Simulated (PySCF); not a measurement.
# [HgH3(H2O)]−: other functionals and bases at one geometry

One table from this session's results is given with a row withheld; the runs are named, their logs left out.

Computed with PySCF 2.14.0. Level: several levels, as the steps say, no spin–orbit coupling.

1 further run of the same task is left out (for a known fault of the program).

### Where the work starts

7 atoms, charge -1, spin multiplicity 1.

Bond lengths: Hg1–H2 1.744 Å, Hg1–H3 1.795 Å, Hg1–H4 1.798 Å, O5–H6 0.970 Å, O5–H7 0.972 Å. Angles: H2–Hg1–H3 124.2°, H2–Hg1–H4 123.9°, H3–Hg1–H4 111.9°, H6–O5–H7 98.3°.

Coordinates:

```
Hg    0.1011    0.0977    0.3692
H     1.4527    0.2255    1.4638
H    -1.6052    0.4124    0.8303
H     0.2534   -0.3700   -1.3602
O    -2.0636    1.2972   -1.9967
H    -2.2519    1.1336   -1.0595
H    -1.2784    0.7313   -2.0825
```

Formal oxidation states: Hg +2. An earlier session relaxed this geometry at PBE0, Hg def2-SVP with ECP60, H def2-SVP, O def2-SVP (singlet, point group C1).

At PBE0 on the finer grid: E = -231.508956 Eh, HOMO -1.35 eV, LUMO 4.20 eV, Mulliken charge on Hg1 -0.18 e, largest force component 0.022 eV/Å. 

Levels to run: wB97X; BP86; PBE0, TZVP. Hardware: 2 threads of Arm Neoverse V2, shared host.

Set-up of the first run:

run.py (the lines that set the calculation) reads:

```python
mol = gto.M(atom='''
Hg     0.10105     0.09771     0.36924
H      1.45272     0.22551     1.46380
H     -1.60519     0.41238     0.83026
H      0.25344    -0.37002    -1.36021
O     -2.06357     1.29722    -1.99672
H     -2.25189     1.13363    -1.05948
H     -1.27836     0.73135    -2.08251''',
    basis={'Hg': 'def2-SVP', 'H': 'def2-SVP', 'O': 'def2-SVP'},
    ecp={'Hg': 'def2-SVP'},
    charge=-1, spin=0)
mf = dft.RKS(mol, xc='WB97X')
mf.grids.atom_grid = (75, 302)
mf = mf.density_fit()  # fitting sets: Hg def2-universal-JKFIT, H def2-universal-JKFIT, O def2-universal-JKFIT
mf.conv_tol = 1e-08; mf.max_cycle = 55
mf.kernel(dm0)  # dm0: the density of the relaxed state
```

On the command line:

```sh
OMP_NUM_THREADS=2 python run.py
```

Among the steps run: wB97X; BP86; PBE0, TZVP.

One table of the session follows, with a row left open; its other results are not shown here.

```
              level  HOMO (eV)  gap (eV)  charge on Hg1 (e)  dipole (D)  largest force component (eV/Å)
PBE0 (relaxed here)      -1.35      5.55              -0.18        2.31                            0.02
              wB97X          ?         ?                  ?           ?                               ?
               BP86      -0.37      3.84              -0.24        2.24                            0.64
         PBE0, TZVP      -1.59      5.08              -0.11        2.57                            0.16
```

Q: Estimate the row for wB97X from the others.

The run gave: HOMO (eV): -3.61; gap (eV): 9.44; charge on Hg1 (e): -0.15; dipole (D): 2.21; largest force component (eV/Å): 0.07. In the column «HOMO (eV)» it is the lowest.

The dipole of a charged species depends on the origin, so these sizes hold for this origin alone.

In one basis the HOMO–LUMO gap runs from 3.84 eV (BP86) to 9.44 eV (wB97X). The largest leftover force, 0.64 eV/Å with BP86, stands at a geometry relaxed at another level. Total energies of different levels can't be compared.
